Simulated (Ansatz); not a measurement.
# Cs6AlSb3: the cost of one run

Method: DFT, PBE, plane-wave PAW, default files, scalar-relativistic, as far as a step names no other, in Ansatz 0.2.0.

1 further run of the same task is left out (it didn't finish).

## 1. Starting point

The structure is monoclinic, space group P2_1/m (No. 11). The conventional cell has a = 10.845 Å, b = 6.507 Å, c = 12.707 Å, α = 90.00°, β = 100.95°, γ = 90.00°. Cs (site symmetry m) has 7 Cs at 3.88 to 4.42 Å and 2 Al at 3.93 Å and 5 Sb at 3.95 to 4.12 Å as nearest neighbours. Around Cs (site symmetry m) lie 4 Sb at 3.81 to 4.27 Å and 7 Cs at 3.97 to 4.42 Å. Around Cs (site symmetry m) lie 5 Cs at 3.82 to 4.37 Å and 6 Sb at 4.00 to 4.34 Å and 2 Al at 4.23 Å. Cs (site symmetry m) has 5 Sb at 3.87 to 4.25 Å and 6 Cs at 3.88 to 4.22 Å as nearest neighbours. Cs (site symmetry m) has 4 Sb at 3.80 to 3.95 Å and 7 Cs at 3.95 to 4.49 Å as nearest neighbours. Cs (site symmetry m) has 5 Cs at 3.77 to 4.15 Å and 6 Sb at 3.96 to 4.30 Å and 2 Al at 4.25 Å as nearest neighbours. Al (site symmetry m) is surrounded by 3 Sb at 2.62 to 2.67 Å. Sb (site symmetry m) is surrounded by 1 Al at 2.67 Å. Only part of the 10 independent sites is listed.

Structure file:

```
CELL_PARAMETERS angstrom
10.84460 0.00000 0.00000
0.00000 6.50690 0.00000
-2.41380 0.00000 12.47604
ATOMIC_POSITIONS crystal
Cs 0.61859 0.25000 0.17409
Cs 0.38141 0.75000 0.82591
Cs 0.25488 0.25000 0.28314
Cs 0.74512 0.75000 0.71686
Cs 0.95763 0.25000 0.42298
Cs 0.04237 0.75000 0.57702
Cs 0.59885 0.25000 0.86568
Cs 0.40115 0.75000 0.13432
Cs 0.63158 0.25000 0.51904
Cs 0.36842 0.75000 0.48096
Cs 0.94745 0.25000 0.05180
Cs 0.05255 0.75000 0.94820
Al 0.82440 0.75000 0.22086
Al 0.17560 0.25000 0.77914
Sb 0.68833 0.75000 0.37526
Sb 0.31167 0.25000 0.62474
Sb 0.07013 0.75000 0.26789
Sb 0.92987 0.25000 0.73211
Sb 0.71263 0.75000 0.01883
Sb 0.28737 0.25000 0.98117
```

## 2. First run, atoms as given

The input, input.yaml:

```yaml
crystal:
  lattice:
    - [10.8446, 0.0, 0.0]
    - [0.0, 6.5069, 0.0]
    - [-2.4137997492, 0.0, 12.4760404589]
  atoms:
    - { symbol: Cs, position: [0.61859, 0.25, 0.17409] }
    - { symbol: Cs, position: [0.38141, 0.75, 0.82591] }
    - { symbol: Cs, position: [0.25488, 0.25, 0.28314] }
    - { symbol: Cs, position: [0.74512, 0.75, 0.71686] }
    - { symbol: Cs, position: [0.95763, 0.25, 0.42298] }
    - { symbol: Cs, position: [0.04237, 0.75, 0.57702] }
    - { symbol: Cs, position: [0.59885, 0.25, 0.86568] }
    - { symbol: Cs, position: [0.40115, 0.75, 0.13432] }
    - { symbol: Cs, position: [0.63158, 0.25, 0.51904] }
    - { symbol: Cs, position: [0.36842, 0.75, 0.48096] }
    - { symbol: Cs, position: [0.94745, 0.25, 0.0518] }
    - { symbol: Cs, position: [0.05255, 0.75, 0.9482] }
    - { symbol: Al, position: [0.8244, 0.75, 0.22086] }
    - { symbol: Al, position: [0.1756, 0.25, 0.77914] }
    - { symbol: Sb, position: [0.68833, 0.75, 0.37526] }
    - { symbol: Sb, position: [0.31167, 0.25, 0.62474] }
    - { symbol: Sb, position: [0.07013, 0.75, 0.26789] }
    - { symbol: Sb, position: [0.92987, 0.25, 0.73211] }
    - { symbol: Sb, position: [0.71263, 0.75, 0.01883] }
    - { symbol: Sb, position: [0.28737, 0.25, 0.98117] }
kpoints:
  mp_grid: { grid: [3, 5, 3] }
scf:
  occupations: { method: fermi_dirac, width: 0.02 }
hamiltonian:
  xc: pbe
  pseudopotentials: { kind: paw }
output:
  forces: true
  stress: true
  populations: true
  efg:
    quadrupole_moments_barn: { Cs: -0.00343, Al: 0.1466, Sb: -0.543 }
    contact_densities: true
```

Command:

```console
ansatz run input.yaml --threads 1 --pin off --max-ram 3072MiB --backend cpu --events-out ev --progress --plain --runs-dir out
```

What time and memory should one allow on 1 thread of Intel Xeon 6975P-C (Granite Rapids), shared host?

About 1.8 min, with a peak of 1.9 GiB.
